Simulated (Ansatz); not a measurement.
# Molybdenum, diamond under PBEsol: from relaxation to bulk modulus

What does PBEsol give for molybdenum in the diamond structure? We relax it, solve it on a dense k-mesh, then scale the cell to 7 volumes from 88 to 112 % of the relaxed one and try a fit of the equation of state. Spin polarisation is left out. The k-meshes are 10×10×10 for the relaxation; 16×16×16 for the dense run; 11×11×11 for the volumes.

This is Mo in the diamond structure; at room conditions it is bcc.

Computed with Ansatz 0.2.0 (DFT PBEsol, plane waves (420 eV) with PAW, scalar-relativistic; PAW files made under PBE, frozen cores solved again for the functional, unless a step says otherwise).

**1. Starting point**

It takes space group Fd-3m (No. 227, cubic). Conventional cell: a = 5.522 Å, b = 5.522 Å, c = 5.522 Å, α = 90.00°, β = 90.00°, γ = 90.00°. Mo (site symmetry -43m) is surrounded by 4 Mo at 2.39 Å.

Structure file:

```
CELL_PARAMETERS angstrom
0.00000 2.76083 2.76083
2.76083 0.00000 2.76083
2.76083 2.76083 0.00000
ATOMIC_POSITIONS crystal
Mo 0.12500 0.12500 0.12500
Mo 0.87500 0.87500 0.87500
```

**2. Relaxation of the cell**

Contents of input.yaml:

```yaml
crystal:
  lattice:
    - [0.0, 2.7608283082, 2.7608283082]
    - [2.7608283082, 0.0, 2.7608283082]
    - [2.7608283082, 2.7608283082, 0.0]
  atoms:
    - { symbol: Mo, position: [0.125, 0.125, 0.125] }
    - { symbol: Mo, position: [0.875, 0.875, 0.875] }
hamiltonian:
  xc: pbesol
  pseudopotentials:
    kind: paw
    azcp:
      Mo: "pseudopotentials/Mo.paw.azcp"
basis:
  ecutwfc: 420
  fft_grid_basis: typed
kpoints:
  mp_grid: { grid: [10, 10, 10], shift: [0, 0, 0] }
magnetization:
  spin_polarized: false
scf:
  occupations: { method: fermi_dirac, width: 0.1 }
relax:
  max_steps: 60
  f_tol: 0.01
  cell: {}
```

Further steps of the session: The energy on a finer k-mesh; At 88 % of the relaxed volume; At 92 % of the relaxed volume; At 96 % of the relaxed volume; At 100 % of the relaxed volume; At 104 % of the relaxed volume; At 108 % of the relaxed volume; At 112 % of the relaxed volume.

**Question.** What will these runs give? Wanted: space group; conventional cell; volume; shortest distance; gap on the mesh; relative to bcc; V₀, B₀, B₀′.

The runs gave:

```
                      quantity                         value
space group (spins left aside)               Fd-3m (No. 227)
             conventional cell                   a = 5.613 Å
                        volume                22.101 Å³/atom
             shortest distance                       2.430 Å
               gap on the mesh  none (levels filled in part)
               relative to bcc                +2389 meV/atom
                   V₀, B₀, B₀′  22.063 Å³/atom, 118 GPa, 4.2
```

What this shows: From the guessed start the volume grew by 5.0 % in 5 steps. Against the reference form of molybdenum (bcc, computed apart with the same settings) it stands 2389 meV/atom higher, so it is far from stable. Levels at the Fermi energy are filled in part, as in a metal. B₀ comes out at 118 GPa. The symmetry was held, so the structure may be unstable against distortions that break it.
